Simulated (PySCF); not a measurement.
**C7H7S radical: electronic structure in real space**

For C7H7S radical, the scripts below analyse its density (charges, bond critical points, surface potential) and see where an electron leaves and enters.

Program: PySCF 2.14.0. Level of theory: levels as typed in each script, gas phase, geometry from GFN2-xTB. These are calculated values, not measurements.

### Step 1. Starting geometry

SMILES `CC(=S)[C]1C=CC=C1`, 15 atoms, charge 0, spin multiplicity 2.

Bond lengths: C1–C2 1.496 Å, C1–H9 1.088 Å, C1–H10 1.087 Å, C1–H11 1.091 Å, C2–S3 1.686 Å, C2–C4 1.383 Å, C4–C5 1.457 Å, C4–C8 1.431 Å, C5–C6 1.352 Å, C5–H12 1.073 Å, C6–C7 1.443 Å, C6–H13 1.074 Å, C7–C8 1.366 Å, C7–H14 1.075 Å, C8–H15 1.073 Å. Angles: C2–C1–H9 110.1°, C2–C1–H10 110.7°, C2–C1–H11 110.0°, H9–C1–H10 109.5°, H9–C1–H11 108.0°, H10–C1–H11 108.5°, C1–C2–S3 117.6°, C1–C2–C4 121.1°, S3–C2–C4 121.3°, C2–C4–C5 126.3°, C2–C4–C8 127.1°, C5–C4–C8 106.5°, C4–C5–C6 108.1°, C4–C5–H12 123.8°, C6–C5–H12 128.0°, C5–C6–C7 108.5°, C5–C6–H13 127.1°, C7–C6–H13 124.4° and more.

Geometry (Å):

```xyz
15

C    -1.5923   -1.7108   -0.0034
C    -1.0203   -0.3280   -0.0016
S    -2.1026    0.9645    0.0024
C     0.3472   -0.1213   -0.0025
C     1.0253    1.1687   -0.0038
C     2.3582    0.9430   -0.0003
C     2.5801   -0.4828    0.0037
C     1.3719   -1.1198    0.0006
H    -1.2549   -2.2544   -0.8830
H    -2.6787   -1.6768    0.0068
H    -1.2550   -2.2553    0.8802
H     0.5143    2.1125   -0.0080
H     3.1402    1.6792   -0.0003
H     3.5483   -0.9500    0.0083
H     1.2078   -2.1804    0.0012
```

### Step 2. Density, bond paths and surface potential (B3LYP/6-31+g*)

The input, input.py:

```python
import numpy as np
from pyscf import gto, scf, dft
from pyscf.scf import atom_ks, atom_hf
from scipy.linalg import block_diag

def solve(mol, dm0=None, hcore=None):
    mf = (dft.UKS if mol.spin else dft.RKS)(mol, xc='b3lyp')
    mf.grids.level = 3
    mf = mf.density_fit(auxbasis='def2-universal-jkfit')
    mf.conv_tol, mf.max_cycle = 1e-8, 80
    if hcore is not None:
        mf.get_hcore = lambda *args: hcore
    mf.kernel(dm0)
    if not mf.converged:
        mf = mf.newton().run(mf.mo_coeff, mf.mo_occ, max_cycle=30)
    assert mf.converged, 'SCF not converged'
    return mf

mol = gto.M(atom='''
C     -1.59227    -1.71076    -0.00342
C     -1.02029    -0.32804    -0.00158
S     -2.10262     0.96446     0.00244
C      0.34720    -0.12126    -0.00251
C      1.02526     1.16867    -0.00384
C      2.35820     0.94297    -0.00032
C      2.58006    -0.48281     0.00367
C      1.37186    -1.11979     0.00065
H     -1.25490    -2.25444    -0.88295
H     -2.67875    -1.67681     0.00677
H     -1.25504    -2.25529     0.88016
H      0.51429     2.11249    -0.00804
H      3.14019     1.67923    -0.00035
H      3.54828    -0.94997     0.00826
H      1.20777    -2.18043     0.00124
''', basis='6-31+g*', charge=0, spin=1, verbose=4)
mf = solve(mol)
mf.analyze()
# spherically averaged free atoms, for the promolecule
atm = atom_ks.get_atm_nrks(mol, xc='b3lyp')
pro = block_diag(*[(atm[a[0]][2] * atm[a[0]][3]) @ atm[a[0]][2].T for a in mol._atom])
np.savez('result.npz', e=mf.e_tot, c=mf.mo_coeff, occ=mf.mo_occ, eps=mf.mo_energy, pro=pro, dip=mf.dip_moment(verbose=0), s2=mf.spin_square()[0])
```

Command:

```
OMP_NUM_THREADS=1 python input.py
```

### Step 4. Removing and adding an electron (B3LYP/6-31+g*)

The input, input.py:

```python
import numpy as np
from pyscf import gto, scf, dft
from pyscf.scf import atom_ks, atom_hf
from scipy.linalg import block_diag

def solve(mol, dm0=None, hcore=None):
    mf = (dft.UKS if mol.spin else dft.RKS)(mol, xc='b3lyp')
    mf.grids.level = 3
    mf = mf.density_fit(auxbasis='def2-universal-jkfit')
    mf.conv_tol, mf.max_cycle = 1e-8, 80
    if hcore is not None:
        mf.get_hcore = lambda *args: hcore
    mf.kernel(dm0)
    if not mf.converged:
        mf = mf.newton().run(mf.mo_coeff, mf.mo_occ, max_cycle=30)
    assert mf.converged, 'SCF not converged'
    return mf

mol = gto.M(atom='''
C     -1.59227    -1.71076    -0.00342
C     -1.02029    -0.32804    -0.00158
S     -2.10262     0.96446     0.00244
C      0.34720    -0.12126    -0.00251
C      1.02526     1.16867    -0.00384
C      2.35820     0.94297    -0.00032
C      2.58006    -0.48281     0.00367
C      1.37186    -1.11979     0.00065
H     -1.25490    -2.25444    -0.88295
H     -2.67875    -1.67681     0.00677
H     -1.25504    -2.25529     0.88016
H      0.51429     2.11249    -0.00804
H      3.14019     1.67923    -0.00035
H      3.54828    -0.94997     0.00826
H      1.20777    -2.18043     0.00124
''', basis='6-31+g*', charge=0, spin=1, verbose=4)
mf = solve(mol)
out = dict(e0=mf.e_tot, dm0=mf.make_rdm1(), c=mf.mo_coeff, occ=mf.mo_occ, eps=mf.mo_energy)
for name, dq, spin in [('cation', 1, 0), ('anion', -1, 0)]:
    ion = mol.copy().set(charge=mol.charge + dq, spin=spin).build()
    mi = solve(ion)
    if spin and dq > 0 and mol.nao < 130:
        c, _, stable, _ = mi.stability(return_status=True)
        if not stable:
            mi = solve(ion, mi.make_rdm1(c, mi.mo_occ))
    print(name, 'vertical energy change / eV', (mi.e_tot - mf.e_tot) * 27.211386)
    out.update({'e_' + name: mi.e_tot, 'dm_' + name: mi.make_rdm1(), 's2_' + name: mi.spin_square()[0], 'eps_' + name: mi.mo_energy, 'occ_' + name: mi.mo_occ})
# spherically averaged free atoms, for the promolecule
atm = atom_ks.get_atm_nrks(mol, xc='b3lyp')
pro = block_diag(*[(atm[a[0]][2] * atm[a[0]][3]) @ atm[a[0]][2].T for a in mol._atom])
np.savez('result.npz', pro=pro, **out)
```

(Steps that only read results are left out.)

**Question.** What will these runs give? Wanted: dipole moment; HOMO, LUMO; vertical ionisation energy; vertical electron affinity.

The runs gave:

| quantity | value |
| --- | --- |
| dipole moment (B3LYP/6-31+g*) | 2.73 D |
| HOMO, LUMO (B3LYP/6-31+g*) | -6.23, -4.44 eV |
| vertical ionisation energy (B3LYP/6-31+g*) | 8.65 eV |
| vertical electron affinity (B3LYP/6-31+g*) | 2.65 eV |

What this shows: At B3LYP/6-31+g*: The highest Hirshfeld charge is on H14 (+0.06 e), the lowest on C1 (−0.09 e). The ionisation energy from two SCF runs, 8.65 eV, lies 2.4 eV above −ε(HOMO) = 6.23 eV of the same level, B3LYP/6-31+g*, since self-interaction lifts this functional's HOMO. All values hold at the given geometry, in the gas phase.
